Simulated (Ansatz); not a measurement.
# NiTe2: further runs on the relaxed cell

Aim: for NiTe2, measure the bulk modulus from energies at several volumes.

The COD entry's cell or inner coordinates are ideal or old and differ from later refinements, so a difference from it is no clean test against experiment.

Computed with Ansatz 0.2.0 (DFT PBEsol, scalar-relativistic, plane waves, PAW, unless a step's input says otherwise).

### 1 Starting point

Symmetry: P-3m1, No. 164, trigonal system. Conventional cell: a = 3.828 Å, b = 3.828 Å, c = 5.159 Å, α = 90.00°, β = 90.00°, γ = 120.00°. Ni (site symmetry -3m) has 6 Te at 2.56 Å as nearest neighbours. Te (site symmetry 3m) has 3 Ni at 2.56 Å as nearest neighbours.

Structure file:

```
CELL_PARAMETERS angstrom
3.82765 0.00000 0.00000
-1.91382 3.31484 0.00000
0.00000 0.00000 5.15857
ATOMIC_POSITIONS crystal
Ni 0.00000 0.00000 0.00000
Te 0.33333 0.66667 0.25138
Te 0.66667 0.33333 0.74862
```

This cell was relaxed beforehand with the same method: volume 21.82 Å³/atom, gap on the mesh none (metal).

### 2 Point at V/V0 = 0.97

input.yaml

```yaml
crystal:
  lattice:
    - [3.7889822717, 0.0, 0.0]
    - [-1.8944911359, 3.2813549018, 0.0]
    - [0.0, 0.0, 5.1064631157]
  atoms:
    - { symbol: Ni, position: [0.0, 0.0, 0.0] }
    - { symbol: Te, position: [0.3333333333, 0.6666666667, 0.2513772731] }
    - { symbol: Te, position: [0.6666666667, 0.3333333333, 0.7486227269] }
basis:
  ecutwfc: 420
kpoints:
  mp_grid: { grid: [12, 12, 8] }
hamiltonian:
  xc: pbesol
scf:
  occupations: { method: gaussian, width: 0.1 }
output:
  forces: true
  stress: true
  eigenvalues: true
  write_density: true
  write_potential: true
  elf: true
  volumetric_format: npy
relax:
  adjacent_minimum: "off"
  f_tol: 0.01
  max_steps: 30
  cell: { stress_tol: 0.1, fix: [volume] }
```

On the command line:

```sh
$ ansatz run input.yaml --threads 1 --pin off --max-ram 2560MiB --backend cpu --events-out ev --progress --plain --runs-dir out
```

### 3 Volume × 1.03

Edit input.yaml of step 2 so:

```diff
@@ -2,5 +2,5 @@
   lattice:
-    - [3.7889822717, 0.0, 0.0]
-    - [-1.8944911359, 3.2813549018, 0.0]
-    - [0.0, 0.0, 5.1064631157]
+    - [3.8655479967, 0.0, 0.0]
+    - [-1.9327739983, 3.3476627647, 0.0]
+    - [0.0, 0.0, 5.2096517882]
   atoms:
@@ -21,6 +21,2 @@
   eigenvalues: true
-  write_density: true
-  write_potential: true
-  elf: true
-  volumetric_format: npy
 relax:
```

### 4 Point at V/V0 = 0.94

input.yaml

```yaml
crystal:
  lattice:
    - [3.7636131225, 0.0, 0.0]
    - [-1.8818065613, 3.2593845741, 0.0]
    - [0.0, 0.0, 5.0154686132]
  atoms:
    - { symbol: Ni, position: [0.0, 0.0, 0.0] }
    - { symbol: Te, position: [0.3333333333, 0.6666666667, 0.255810114] }
    - { symbol: Te, position: [0.6666666667, 0.3333333333, 0.744189886] }
basis:
  ecutwfc: 420
kpoints:
  mp_grid: { grid: [12, 12, 8] }
hamiltonian:
  xc: pbesol
scf:
  occupations: { method: gaussian, width: 0.1 }
output:
  forces: true
  stress: true
  eigenvalues: true
relax:
  adjacent_minimum: "off"
  f_tol: 0.01
  max_steps: 30
  cell: { stress_tol: 0.1, fix: [volume] }
```

### 5 The cell scaled to 1.06 of its volume

input.yaml

```yaml
crystal:
  lattice:
    - [3.8855371883, 0.0, 0.0]
    - [-1.9427685941, 3.3649739124, 0.0]
    - [0.0, 0.0, 5.306367654]
  atoms:
    - { symbol: Ni, position: [0.0, 0.0, 0.0] }
    - { symbol: Te, position: [0.3333333333, 0.6666666667, 0.2464105064] }
    - { symbol: Te, position: [0.6666666667, 0.3333333333, 0.7535894936] }
basis:
  ecutwfc: 420
kpoints:
  mp_grid: { grid: [12, 12, 8] }
hamiltonian:
  xc: pbesol
scf:
  occupations: { method: gaussian, width: 0.1 }
output:
  forces: true
  stress: true
  eigenvalues: true
relax:
  adjacent_minimum: "off"
  f_tol: 0.01
  max_steps: 30
  cell: { stress_tol: 0.1, fix: [volume] }
```

(Steps that only read results are left out.)

What does the calculation give? Wanted: equilibrium volume of the fit; bulk modulus.

As calculated:

| quantity | value |
| --- | --- |
| equilibrium volume of the fit | 21.81 Å³/atom |
| bulk modulus | 59 GPa |
| its pressure derivative | 9.1 |

What this shows: The fit puts the minimum at 21.81 Å³/atom with B = 59 GPa and B' = 9.1. B' = 9.1 lies outside the usual range of about 3 to 6, so take the fit with care. Spin-orbit coupling is left out for Te. The final runs have no spin polarisation, so no magnetic state was tried and one may lie lower.
